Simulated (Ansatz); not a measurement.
# Cu (fcc type): the cost of one run

Program: Ansatz 0.2.0. Level of theory: DFT, PBE, PAW with Ansatz's default frozen-core files, scalar-relativistic. These are calculated values, not measurements.

## 1. The structure to begin with

The structure is cubic, space group Fm-3m (No. 225). Conventional cell: a = 3.629 Å, b = 3.629 Å, c = 3.629 Å, α = 90.00°, β = 90.00°, γ = 90.00°. Cu (site symmetry m-3m) is surrounded by 12 Cu at 2.57 Å.

As a file:

```cif
data_structure
_symmetry_space_group_name_H-M 'P 1'
_symmetry_Int_Tables_number 1
_cell_length_a 2.5662
_cell_length_b 2.5662
_cell_length_c 2.5662
_cell_angle_alpha 60.000
_cell_angle_beta 60.000
_cell_angle_gamma 60.000
_cell_volume 11.95
loop_
_atom_site_label
_atom_site_type_symbol
_atom_site_fract_x
_atom_site_fract_y
_atom_site_fract_z
_atom_site_occupancy
Cu1 Cu 0.00000 0.00000 0.00000 1
```

## 2. Bulk cell relaxed, PAW

File input.yaml:

```yaml
crystal:
  lattice:
    - [0.0, 1.8145933008, 1.8145933008]
    - [1.8145933008, 0.0, 1.8145933008]
    - [1.8145933008, 1.8145933008, 0.0]
  atoms:
    - { symbol: Cu, position: [0.0, 0.0, 0.0] }
kpoints:
  mp_grid: { grid: [20, 20, 20] }
scf:
  occupations: { method: fermi_dirac, width: 0.1 }
hamiltonian:
  xc: pbe
  pseudopotentials: { kind: paw }
output:
  forces: true
  stress: true
  write_density: true
  write_potential: true
  elf: true
  volumetric_format: npy
relax:
  f_tol: 0.005
  max_steps: 40
  cell: {}
```

Run with:

```bash
$ ansatz run input.yaml --threads 2 --pin off --max-ram 4096MiB --backend cpu --events-out ev --progress --plain --runs-dir out
```

Q: Estimate wall time and peak memory on 2 threads of Intel Xeon Platinum 8488C (Sapphire Rapids), shared host.

About 3 s, with a peak of 0.37 GiB.
